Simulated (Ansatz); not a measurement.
**C2BrF3: up Jacob's ladder to CCSD(T)**

One table from this session's results is given with a row withheld; the runs are named, their logs left out.

Computed with Ansatz 0.2.0, Gaussian basis. Level: functionals in def2-TZVPP, the program's frozen cores in correlated methods.

Plan: LDA (SPW92), PBE-D4, revPBE-D4, BLYP-D4, r2SCAN-D4, B97M-V, PBE0-D4, B3LYP-D4, r2SCANh-D4, r2SCAN0-D4, HSE06-D4, BHLYP-D4, CAM-B3LYP-D4, LC-ωPBE, ωB97X-V, ωB97M-V, B2PLYP, PBE-QIDH; CCSD(T)/def2-SVP; CCSD(T)/def2-TZVPP; MP2/def2-QZVPP; extrapolation to the limit; RPA on PBE.

## The geometry

An earlier PBE0-D4 in a triple-zeta def2 set relaxation fixed the geometry.

SMILES `FC(F)=C(F)Br`, 6 atoms, charge 0, spin multiplicity 1.

Atoms are counted from 1 here; the program's logs count them from 0.

Bond lengths: F1–C2 1.309 Å, C2–F3 1.306 Å, C2–C4 1.324 Å, C4–F5 1.325 Å, C4–Br6 1.854 Å. Angles: F1–C2–F3 112.4°, F1–C2–C4 123.3°, F3–C2–C4 124.3°, C2–C4–F5 120.2°, C2–C4–Br6 123.8°, F5–C4–Br6 116.0°.

Set-up of the first run:

File in.yaml:

```yaml
crystal:
  periodic: [false, false, false]
  atoms:
    - {symbol: F, position_ang: [0.659718, -1.722538, 0.048085]}
    - {symbol: C, position_ang: [-0.135541, -0.686761, 0.133383]}
    - {symbol: F, position_ang: [-1.334437, -1.012159, 0.537338]}
    - {symbol: C, position_ang: [0.243299, 0.547536, -0.159407]}
    - {symbol: F, position_ang: [1.482130, 0.786435, -0.562604]}
    - {symbol: Br, position_ang: [-0.872969, 2.023486, -0.042895]}
basis:
  gaussian: {orbitals: def2-TZVPP}
hamiltonian: {xc: lda}
output: {orbitals: {seedname: orbitals}}
```

Started as:

```sh
ansatz run in.yaml --threads 4 --pin off --events-out ev --progress --plain --max-ram 10444MiB
```

Steps of the session up to this table: LDA; PBE-D4 (GGA); revPBE-D4 (GGA); BLYP-D4 (GGA); r2SCAN-D4 (meta-GGA); B97M-V (meta-GGA); PBE0-D4 (hybrid); B3LYP-D4 (hybrid); r2SCANh-D4 (hybrid); r2SCAN0-D4 (hybrid); HSE06-D4 (hybrid); BHLYP-D4 (hybrid); CAM-B3LYP-D4 (range-separated); LC-ωPBE (range-separated); ωB97X-V (range-separated); ωB97M-V (range-separated); B2PLYP (double hybrid); PBE-QIDH (double hybrid).

One of the session's tables, all rows but one given; the rest of the session is left out.

It belongs to the step «Frontier levels by functional». 

| functional | HOMO (eV) | gap (eV) |
| --- | --- | --- |
| LDA (SPW92) | -6.27 | 4.60 |
| PBE-D4 | ? | ? |
| revPBE-D4 | -5.96 | 4.66 |
| BLYP-D4 | -5.94 | 4.62 |
| r2SCAN-D4 | -6.30 | 5.13 |
| B97M-V | -6.37 | 5.34 |
| PBE0-D4 | -7.38 | 7.02 |
| B3LYP-D4 | -7.18 | 6.52 |
| r2SCANh-D4 | -6.80 | 6.01 |
| r2SCAN0-D4 | -7.55 | 7.33 |
| HSE06-D4 | -6.98 | 6.23 |
| BHLYP-D4 | -8.61 | 9.34 |
| CAM-B3LYP-D4 | -8.77 | 9.54 |
| LC-ωPBE | -10.06 | 12.17 |
| ωB97X-V | -9.69 | 11.67 |
| ωB97M-V | -9.57 | 11.41 |

**Question.** Estimate the row for PBE-D4.

**Answer.** HOMO (eV): -6.04; gap (eV): 4.64. In the column «HOMO (eV)» it lies between LDA (SPW92) (-6.27) and revPBE-D4 (-5.96).
